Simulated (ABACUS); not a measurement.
A run of ABACUS 3.10.1:

The input INPUT:

```
INPUT_PARAMETERS
suffix              HfGe
calculation         scf
basis_type          pw
pseudo_dir          ./
symmetry            1
dft_functional      pbe
ecutwfc             79
pseudo_rcut         7
nspin               1
nbands              17
ks_solver           dav
smearing_method     fd
smearing_sigma      0.00367493
scf_thr             1e-08
scf_nmax            100
mixing_type         broyden
mixing_beta         0.7
cal_force           1
cal_stress          1
kpar                4
```

The input STRU:

```
ATOMIC_SPECIES
Hf 178.4900 Hf.upf
Ge 72.6300 Ge.upf

LATTICE_CONSTANT
1.8897261246

LATTICE_VECTORS
3.5008378700 0.0000000000 0.0000000000
0.0000000000 3.5008378700 0.0000000000
0.0000000000 0.0000000000 3.5008378700

ATOMIC_POSITIONS
Direct

Hf
0.0
1
-0.0100570000 -0.0126040000 -0.0007210000 1 1 1

Ge
0.0
1
0.5114190000 0.5098290000 0.4959020000 1 1 1
```

Contents of KPT:

```
K_POINTS
0
Gamma
8 8 8 0 0 0
```

Potentials or basis: PseudoDojo NC SR 0.4.1 PBE standard, plane waves.

Launch:

```sh
$ OMP_NUM_THREADS=1 mpirun -np 4 abacus > log
```

Hardware: 4 MPI ranks on Intel(R) Xeon(R) 6975P-C (Granite Rapids), with other jobs on the host.

Problem. Estimate the wall time of this run.

Solution. Run time: 41 s on 4 MPI ranks on Intel(R) Xeon(R) 6975P-C (Granite Rapids), with other jobs on the host, peak memory 0.6 GiB a rank. Counts: scf iterations 8, k points 260, bands 17, ranks 4.
